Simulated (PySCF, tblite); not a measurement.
# BH₉O₄Si₃, a small molecule taken as a stand-in for a surface group (B on Si): infrared bands, NMR shifts, core binding energies and electronic excitations, part 2 of 2

tblite 0.8.0 and PySCF 2.14.0. Atoms count from 0, parts from 1. The steps go on from the part before.

## 5. Core holes by ΔSCF: SCAN, X2C

The job: settings as JSON, then the geometry in Å.

```
{"job": {"kind": "xps", "holes": 2}, "charge": 0, "multiplicity": 1}
Si     2.155268    -0.120671     0.728126
B      0.718792     0.055081    -0.633592
Si     1.024333     0.190922    -2.591950
O     -0.555463     0.053944    -0.247870
Si    -1.679486     0.029890     0.914164
O     -3.101229     0.511081     0.314327
O     -1.227761     1.090581     2.051706
O     -1.866848    -1.496234     1.446916
H      2.812043    -1.441662     0.657996
H      3.239335     0.864281     0.591947
H      1.707716    -0.021688     2.127856
H      1.724051     1.426006    -2.987405
H     -0.189944     0.165425    -3.424909
H      1.865975    -0.893965    -3.128707
H     -3.564919    -0.050889    -0.299315
H     -1.894423     1.558926     2.545634
H     -1.167437    -1.921028     1.935074
```

Level: delta-SCF UKS SCAN, pcX-2 on the ionised atom, pcseg-1 elsewhere, spin-free X2C.

Standard output:

```text
ground state, core basis on atom 0 (Si), 211 functions
  cycle   1  E = -1201.29814149  |g| = 1.22e+00
  cycle   2  E = -1200.78245040  |g| = 2.03e+00
  cycle   3  E = -1201.55741277  |g| = 2.38e-01
  cycle   4  E = -1201.56838888  |g| = 1.07e-01
  cycle   5  E = -1201.57040987  |g| = 2.05e-02
  cycle   6  E = -1201.57050885  |g| = 7.19e-03
  cycle   7  E = -1201.57052300  |g| = 2.12e-03
  cycle   8  E = -1201.57052290  |g| = 7.94e-04
  cycle   9  E = -1201.57052253  |g| = 2.91e-04
  E(ground) = -1201.63896054 Eh
hole in Si 2p of atom 0
  cycle   1  E = -1197.32786962  |g| = 1.23e+00
  cycle   2  E = -1197.22532911  |g| = 1.05e+00
  cycle   3  E = -1197.60232410  |g| = 3.17e-01
  cycle   4  E = -1197.64243971  |g| = 1.77e-01
  cycle   5  E = -1197.65325406  |g| = 5.27e-02
  cycle   6  E = -1197.65454888  |g| = 1.94e-02
  cycle   7  E = -1197.65469779  |g| = 5.61e-03
  cycle   8  E = -1197.65470922  |g| = 2.00e-03
  cycle   9  E = -1197.65471251  |g| = 6.15e-04
  cycle  10  E = -1197.65471067  |g| = 2.12e-04
  E(ion) = -1197.73469729 Eh   <S^2> = 0.7524   hole on atom = 1.002   binding energy = 106.240 eV
  2p3/2 = 106.052 eV   2p1/2 = 106.675 eV
ground state, core basis on atom 1 (B), 200 functions
  cycle   1  E = -1201.47346293  |g| = 5.30e-02
  cycle   2  E = -1201.47316560  |g| = 4.59e-02
  cycle   3  E = -1201.47362475  |g| = 2.40e-02
  cycle   4  E = -1201.47373778  |g| = 8.52e-03
  cycle   5  E = -1201.47375709  |g| = 1.15e-03
  cycle   6  E = -1201.47375531  |g| = 2.44e-04
  E(ground) = -1201.58495683 Eh
hole in B 1s of atom 1
  cycle   1  E = -1193.82427410  |g| = 1.17e+00
  cycle   2  E = -1191.27894205  |g| = 2.22e+00
  cycle   3  E = -1194.05924444  |g| = 6.54e-01
  cycle   4  E = -1194.21557133  |g| = 3.09e-01
  cycle   5  E = -1194.23623396  |g| = 2.20e-01
  cycle   6  E = -1194.25452315  |g| = 7.46e-02
  cycle   7  E = -1194.25706224  |g| = 1.46e-02
  cycle   8  E = -1194.25717513  |g| = 6.74e-03
  cycle   9  E = -1194.25719736  |g| = 5.27e-03
  cycle  10  E = -1194.25721030  |g| = 1.45e-03
  cycle  11  E = -1194.25721316  |g| = 7.71e-04
  cycle  12  E = -1194.25721473  |g| = 5.57e-04
  cycle  13  E = -1194.25721313  |g| = 1.87e-04
  E(ion) = -1194.36814679 Eh   <S^2> = 0.7942   hole on atom = 1.000   binding energy = 196.379 eV
```

Run time: 29 s. Hardware: 1 thread of Intel Xeon 6975P-C, shared host; peak memory 0.59 GiB.

The holes in one table. −ε is the ground-state orbital energy:

| hole | stands for | environment | ΔSCF (eV; 2p as the shell's mean) | −ε (eV) | ⟨S²⟩ |
| --- | --- | --- | --- | --- | --- |
| Si2p on Si0 | Si0 | silicon bonded to B, 3 H | 106.26 | 95.6 | 0.752 |
| B1s on B1 | B1 | boron bonded to O, 2 Si | 196.38 | 181.2 | 0.794 |

With the spin-orbit splitting: Si0 2p3/2 106.05, 2p1/2 106.68 eV. The table gives each 2p level as the mean over the whole 2p shell (two parts 2p3/2, one part 2p1/2), which differs a little from the single hole in the log.

## 6. Ultraviolet spectrum: CAM-B3LYP/def2-SVP

The job, as its differences from that of step 5:

```diff
@@ -1,2 +1,2 @@
-{"job": {"kind": "xps", "holes": 2}, "charge": 0, "multiplicity": 1}
+{"job": {"kind": "uv", "xc": "CAM-B3LYP", "basis": "def2-SVP", "nstates": 6, "ntriplets": 2, "ip": false}, "charge": 0, "multiplicity": 1}
 Si     2.155268    -0.120671     0.728126
```

Level: TDDFT CAM-B3LYP/def2-SVP, vertical, gas phase, core orbitals frozen in the response.

Standard output:

```text
coarse grid: 15888 points
cycle   1  E = -1198.7461251699  dE =  1.011e+00  |g| = 1.214e+00  |ddm| = 4.094e+00
cycle   2  E = -1198.6704673611  dE =  7.566e-02  |g| = 1.402e+00  |ddm| = 1.793e+00
cycle   3  E = -1199.0189233782  dE = -3.485e-01  |g| = 8.774e-02  |ddm| = 1.043e+00
cycle   4  E = -1199.0198208099  dE = -8.974e-04  |g| = 6.057e-02  |ddm| = 1.031e-01
cycle   5  E = -1199.0204910634  dE = -6.703e-04  |g| = 7.350e-03  |ddm| = 5.342e-02
cycle   6  E = -1199.0205040143  dE = -1.295e-05  |g| = 1.362e-03  |ddm| = 1.037e-02
cycle   7  E = -1199.0205046426  dE = -6.283e-07  |g| = 5.513e-04  |ddm| = 3.251e-03
final grid: 140168 points
cycle   8  E = -1199.2055460346  dE = -2.647e-05  |g| = 1.589e-03  |ddm| = 1.415e-02
cycle   9  E = -1199.2055462649  dE = -2.302e-07  |g| = 1.551e-03  |ddm| = 2.778e-03
cycle  10  E = -1199.2055466736  dE = -4.088e-07  |g| = 3.189e-04  |ddm| = 1.230e-03
cycle  11  E = -1199.2055466943  dE = -2.062e-08  |g| = 1.028e-04  |ddm| = 4.111e-04
cycle  12  E = -1199.2055466965  dE = -2.258e-09  |g| = 2.563e-05  |ddm| = 1.340e-04
cycle  13  E = -1199.2055466966  dE = -1.162e-10  |g| = 9.797e-06  |ddm| = 2.589e-05
converged SCF energy = -1199.2055466966

Static polarisability (au): isotropic 90.552, principal 75.684 96.305 99.667

Singlet excitations
state   eV       nm        f      main configurations
  1   3.8113    325.3   0.00001   H->L 0.98
  2   6.5250    190.0   0.05814   H->L+1 0.82, H->L+2 0.15
  3   6.9275    179.0   0.00160   H-1->L 0.90
  4   7.0301    176.4   0.03531   H-3->L 0.65, H-4->L 0.20
  5   7.2548    170.9   0.08001   H-4->L 0.36, H-2->L 0.32, H-3->L 0.21
  6   7.4132    167.2   0.12458   H-2->L 0.36, H-5->L 0.26, H-6->L 0.14

Triplet excitations (Tamm-Dancoff, eV): 3.1696 5.9252
```

Run time: 25 s. Hardware: 1 thread of Intel Xeon 6975P-C, shared host; peak memory 0.95 GiB.

The orbitals next to the gap, with their largest atomic shares:

| orbital | eV | atoms |
| --- | --- | --- |
| HOMO−3 | -10.74 | Si0 25 %, Si2 17 %, H8 16 % |
| HOMO−2 | -10.68 | O7 31 %, O6 27 %, Si2 13 % |
| HOMO−1 | -10.64 | Si2 31 %, H12 26 %, H13 10 % |
| HOMO | -8.41 | B1 29 %, Si0 20 %, Si2 20 % |
| LUMO | -0.52 | B1 59 %, O3 10 %, Si0 9 % |
| LUMO+1 | 1.40 | Si0 17 %, B1 14 %, H16 14 % |
| LUMO+2 | 1.98 | Si0 19 %, Si2 17 %, H16 14 % |

With each of the 6 states as a Gaussian band of 0.4 eV half-width at 1/e, the curve within the window shown has maxima at 170 nm (ε 8,800) L/(mol cm). Beyond the last state computed it falls off for lack of states. The curve at chosen wavelengths:

```tsv
nm	ε (L/mol/cm)
161	3824
170	8847
179	5173
188	3071
197	1795
206	500
215	69
224	6
233	0
242	0
251	0
260	0
269	0
278	0
287	0
296	0
305	0
314	0
323	0
332	0
341	0
350	0
359	0
368	0
377	0
386	0
```

Further results of this job:

| property | computed |
| --- | --- |
| dipole moment (D) | 2.49 |
| polarisability (Å³) | 13.42 |
| HOMO–LUMO gap (eV) | 7.88 |
| −ε(HOMO) (eV) | 8.41 |

## 7. Shielding tensors: CAM-B3LYP/STO-3G

The job, as its differences from that of step 6:

```diff
@@ -1,2 +1,2 @@
-{"job": {"kind": "uv", "xc": "CAM-B3LYP", "basis": "def2-SVP", "nstates": 6, "ntriplets": 2, "ip": false}, "charge": 0, "multiplicity": 1}
+{"job": {"kind": "nmr", "xc": "CAM-B3LYP", "basis": "STO-3G", "pop": false}, "charge": 0, "multiplicity": 1}
 Si     2.155268    -0.120671     0.728126
```

With the program's defaults for keys left out, this is: GIAO CAM-B3LYP/STO-3G NMR shielding, non-relativistic, gas phase.

Standard output:

```text
coarse grid: 15888 points
cycle   1  E = -1184.7650213575  dE =  8.789e-01  |g| = 8.996e-01  |ddm| = 4.881e+00
cycle   2  E = -1184.9224857462  dE = -1.575e-01  |g| = 6.863e-01  |ddm| = 2.095e+00
cycle   3  E = -1185.0473517085  dE = -1.249e-01  |g| = 1.597e-01  |ddm| = 8.877e-01
cycle   4  E = -1185.0547026105  dE = -7.351e-03  |g| = 2.269e-02  |ddm| = 2.206e-01
cycle   5  E = -1185.0548670840  dE = -1.645e-04  |g| = 4.384e-03  |ddm| = 4.114e-02
cycle   6  E = -1185.0548752443  dE = -8.160e-06  |g| = 6.170e-04  |ddm| = 8.920e-03
final grid: 140168 points
cycle   7  E = -1184.9454556395  dE = -1.027e-05  |g| = 1.488e-03  |ddm| = 1.032e-02
cycle   8  E = -1184.9454559140  dE = -2.745e-07  |g| = 1.328e-03  |ddm| = 3.582e-03
cycle   9  E = -1184.9454563952  dE = -4.812e-07  |g| = 1.908e-04  |ddm| = 1.718e-03
cycle  10  E = -1184.9454564087  dE = -1.352e-08  |g| = 5.259e-05  |ddm| = 3.818e-04
cycle  11  E = -1184.9454564097  dE = -1.044e-09  |g| = 1.218e-05  |ddm| = 1.105e-04
cycle  12  E = -1184.9454564098  dE = -6.412e-11  |g| = 2.492e-06  |ddm| = 2.727e-05
converged SCF energy = -1184.9454564098

GIAO shielding tensors (ppm)
atom      isotropic    diamagn.    paramagn.     s11        s22        s33       span
  0 Si     632.173     871.535    -239.362    617.445    627.696    651.376     33.930
  1 B       53.112     202.423    -149.311    -27.973     59.273    128.035    156.008
  2 Si     632.179     870.153    -237.975    623.683    627.577    645.276     21.594
  3 O      188.352     387.582    -199.230   -189.101    200.442    553.714    742.815
  4 Si     544.796     866.956    -322.160    515.575    545.331    573.481     57.906
  5 O      422.192     379.308      42.884    342.300    435.410    488.867    146.567
  6 O      420.470     383.955      36.515    343.763    421.839    495.809    152.046
  7 O      410.276     379.387      30.889    335.584    422.648    472.597    137.014
  8 H       31.923      32.193      -0.271     28.344     29.323     38.101      9.757
  9 H       31.699      31.609       0.091     27.831     29.399     37.868     10.038
 10 H       32.018      33.445      -1.427     27.276     31.456     37.322     10.046
 11 H       31.742      31.129       0.613     28.029     29.339     37.858      9.829
 12 H       31.812      32.024      -0.211     27.104     30.169     38.164     11.060
 13 H       31.782      31.156       0.625     27.977     29.642     37.726      9.749
 14 H       34.532      30.934       3.598     26.649     29.595     47.352     20.703
 15 H       34.661      31.621       3.040     25.822     29.684     48.477     22.655
 16 H       34.858      31.775       3.083     26.792     30.974     46.809     20.018
```

Run time: 6.6 s. Hardware: 1 thread of Intel Xeon 6975P-C, shared host; peak memory 0.6 GiB.

A minimal basis is unusable here, so the run is left out of the summary.

## 8. What came out

What follows sums up all 2 parts.

| quantity | value |
| --- | --- |
| strongest single infrared mode (GFN2-xTB) | 2176 cm⁻¹ |
| 1H shifts against TMS (PBE0/pcSseg-1) | 3.59, 3.57, 3.55, 3.46, 3.22, 3.17, 2.37, 2.34, 2.03 ppm |
| 29Si shifts against TMS (PBE0/pcSseg-1) | -82.2, -117.8, -121.8 ppm |
| 11B shifts against BF3·OEt2 (PBE0/pcSseg-1) | 85.1 ppm |
| 17O shifts against H2O (PBE0/pcSseg-1) | 320.1, 51.7, 41.9, 40.9 ppm |
| Si2p binding energies, SCAN/pcX-2 (standing for 1 of 3 atoms) | Si0 106.26 eV |
| B1s binding energies, SCAN/pcX-2 | B1 196.38 eV |
| lowest singlet (CAM-B3LYP/def2-SVP) | 3.81 eV (325 nm), f = 0.000 |
| brightest single state of those computed | state 6, 7.41 eV, f = 0.125 |
| lowest triplet | 3.17 eV |
| runs | 6, of which 0 failed and 1 ended on unsound input |

What this shows: At GFN2-xTB the lowest mode is imaginary (11i cm⁻¹), so the geometry is not a minimum there. At PBE0/pcSseg-1: Shielding is most anisotropic at O3 (span 585 ppm, paramagnetic term -384 ppm). The lowest singlet, at 3.81 eV, is HOMO→LUMO 0.98 and is dark; of the 6 states computed, the strongest absorption comes from state 6 at 7.41 eV (the last computed, so partners may be missing). The lowest triplet lies 0.64 eV below the lowest singlet (triplets in Tamm-Dancoff, singlets in full TDDFT). The basis of CAM-B3LYP/def2-SVP has no diffuse functions, so Rydberg states are missing and the high states are unreliable. A capped cluster stands for the solid here, so long-range fields and strain are missing, and bands or shifts of the capping hydrogens have no counterpart in it.
